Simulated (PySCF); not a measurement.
# RhH₂⁺: relaxation and vibrations of the quintet

Method: PBE0, basis Rh def2-TZVP with ECP28, H def2-TZVP, scalar-relativistic core potentials, no spin–orbit coupling, density fitting; program: PySCF 2.14.0.

## (1) Starting geometry

3 atoms, charge 1, spin multiplicity 5.

Bond lengths: Rh1–H2 1.539 Å, Rh1–H3 1.539 Å. Angles: H2–Rh1–H3 180.0°.

```xyz
3
charge 1 multiplicity 5
Rh    0.0000    0.0000    0.0000
H     0.0000    0.0000    1.5386
H     0.0000    0.0000   -1.5386
```

## (2) First SCF at the start

The steps below are one call of a driver around PySCF. For each, scf.py gives the equivalent set-up of the SCF; relaxations use the driver's own optimiser. After this first run the driver tries any further starts and a stability analysis.

Input file scf.py:

```python
from pyscf import gto, scf, dft
mol = gto.M(atom='''
Rh     0.000000     0.000000     0.000000
H      0.000000     0.000000     1.538600
H      0.000000     0.000000    -1.538600''',
    basis={'Rh': 'def2-TZVP', 'H': 'def2-TZVP'},
    ecp={'Rh': 'def2-TZVP'},
    charge=1, spin=4)
mf = dft.UKS(mol, xc='PBE0')
mf.grids.atom_grid = (50, 194)
aux = {'Rh': 'def2-universal-JKFIT', 'H': 'def2-universal-JKFIT'}
mf = mf.density_fit(auxbasis=aux)
mf.conv_tol = 1e-08
mf.diis_space = 10
mf.max_cycle = 60
mf.init_guess = 'minao'
mf.verbose = 4
mf.kernel()
```

Launch:

```
$ OMP_NUM_THREADS=2 python axn.py task.json out
```

**Question.** How long does this step take on 2 threads of Arm Neoverse V1, shared host?

About 4.7 s.
